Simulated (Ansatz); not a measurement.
# SiGeN+ (quintet): wave-function methods side by side, cc-pVDZ

The task here is to estimate one member of a computed series from the others.

The runs use Ansatz 0.2.0, Gaussian basis; cc-pVDZ, core rule «outside noble gas», up to 20 orbitals frozen.

Plan: UHF; CCSD(T) on ROHF; CCSD(T) on UHF; BCCD(T) on ROHF; CISD as a restricted active space (open shells left free, so some higher excitations enter); CCSDT(Q) on ROHF; CCSDT(Q) on UHF.

41 further runs of the same task are left out: 10 for a known fault of the program, 16 that didn't finish, 15 set aside as unsound or not needed. Runs told in other sessions of the task aren't counted.

### What is computed

The geometry is a PBE0/def2-TZVP stationary point (not a proven minimum) of the parent state, kept for this charge and spin. No spin-orbit coupling is included. The filled d shell of Ge may be among the frozen orbitals whatever the setting's name suggests.

3 atoms, charge 1, spin multiplicity 5.

Atoms are counted from 1 here; the program's logs count them from 0.

Bond lengths: Ge1–N2 1.719 Å, N2–Si3 1.644 Å. Angles: Ge1–N2–Si3 180.0°.

As a file:

```xyz
3
GeNSi
Ge    0.0000    0.0000    1.6938
N     0.0000    0.0000   -0.0249
Si    0.0000    0.0000   -1.6689
```

The first run:

in.yaml reads:

```yaml
crystal:
  periodic: [false, false, false]
  atoms:
    - {symbol: Ge, position_ang: [0.000000, 0.000000, 1.693800]}
    - {symbol: N, position_ang: [0.000000, 0.000000, -0.024900]}
    - {symbol: Si, position_ang: [0.000000, 0.000000, -1.668900]}
basis:
  gaussian: {orbitals: cc-pVDZ}
total_charge: 1
magnetization: {spin_polarized: true, initial_magnetization: 4}
hamiltonian: {xc: hf}
output: {orbitals: {seedname: orbitals}}
```

Started as:

```bash
> ansatz run in.yaml --threads 1 --pin off --events-out ev --progress --plain --max-ram 2393MiB
```

Among the steps run: UHF; CCSD(T) on ROHF; CCSD(T) on UHF; BCCD(T) on ROHF; CISD as a restricted active space (open shells left free, so some higher excitations enter); CCSDT(Q) on ROHF; CCSDT(Q) on UHF.

One of the session's tables, all rows but one given; the rest of the session is left out.

| method | from RCCSDT(Q) (meV) |
| --- | --- |
| RMP2 | +742.2 |
| UMP2 | +1542.2 |
| RCCSD | +551.6 |
| UCCSD | +496.3 |
| RCCSD(T) | +89.7 |
| UCCSD(T) | +115.6 |
| BCCD(T) | +98.1 |
| RCCSDT | +60.3 |
| UCCSDT | ? |
| RCCSDT(Q) | 0 |
| UCCSDT(Q) | -23.4 |

**Question.** Estimate the row for UCCSDT.

**Answer.** from RCCSDT(Q) (meV): +37.9. In the column «from RCCSDT(Q) (meV)» it lies between RCCSDT(Q) (0) and RCCSDT (+60.3).

Not comparable, so not listed: CISD as a restricted active space (open shells left free, so some higher excitations enter) (they don't share determinant, frozen orbitals or solution with the rows shown, or repeat one).

Caveats from the session: The determinant of CCSD(T) (⟨S²⟩ 6.66) is far from a pure spin state, so its energy mixes those of several spin states; high orders of coupled cluster remove much of that, low ones don't. The determinant of CCSDT(Q) (⟨S²⟩ 6.66) is far from a pure spin state, so its energy mixes those of several spin states; high orders of coupled cluster remove much of that, low ones don't. Left out of the table: ROHF, UHF (another determinant or state than the rows shown). The program flags RCCSD(T), BCCD(T), RCCSDT(Q) as in doubt, so the zero of the table is itself unsure. Warnings: coupled cluster took another determinant than the lowest; large T1 diagnostic. Restricted and unrestricted rows rest on different reference determinants; a gap between their highest levels can come from leftover correlation error, from unlike frozen cores or from another state.
